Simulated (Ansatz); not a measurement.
# In (In, dhcp): the cost of one run

Computed with Ansatz 0.2.0 (DFT LDA (PW92), plane waves (420 eV) with PAW, scalar-relativistic; PAW files made under PBE, frozen cores solved again for the functional, unless a step says otherwise).

### Step 1. Starting point

Symmetry: P6_3/mmc, No. 194, hexagonal system. Conventional cell: a = 3.331 Å, b = 3.331 Å, c = 10.880 Å, α = 90.00°, β = 90.00°, γ = 120.00°. In (site symmetry -3m) is surrounded by 12 In at 3.33 Å. Around In (site symmetry -6m2) lie 12 In at 3.33 Å.

Structure file:

```xyz
4
Lattice="3.3314 0.0000 0.0000 -1.6657 2.8851 0.0000 0.0000 0.0000 10.8803" Properties=species:S:1:pos:R:3 pbc="T T T"
In    0.0000    0.0000    0.0000
In    0.0000    0.0000    5.4402
In    0.0000    1.9234    2.7201
In    1.6657    0.9617    8.1603
```

### Step 2. Relaxing cell and atoms

input.yaml

```yaml
crystal:
  lattice:
    - [3.3313943041, 0.0, 0.0]
    - [-1.665697152, 2.8850720974, 0.0]
    - [0.0, 0.0, 10.8803337972]
  atoms:
    - { symbol: In, position: [0.0, 0.0, 0.0] }
    - { symbol: In, position: [0.0, 0.0, 0.5] }
    - { symbol: In, position: [0.3333333333, 0.6666666667, 0.25] }
    - { symbol: In, position: [0.6666666667, 0.3333333333, 0.75] }
hamiltonian:
  xc: lda
  pseudopotentials:
    kind: paw
    azcp:
      In: "pseudopotentials/In.paw.azcp"
basis:
  ecutwfc: 420
  fft_grid_basis: typed
kpoints:
  mp_grid: { grid: [11, 11, 3], shift: [0, 0, 0] }
magnetization:
  spin_polarized: false
scf:
  occupations: { method: fermi_dirac, width: 0.1 }
relax:
  max_steps: 60
  f_tol: 0.01
  cell: {}
```

What time and memory should one allow on 2 threads of an Arm CPU, shared host?

About 21 s, with a peak of 0.39 GiB.
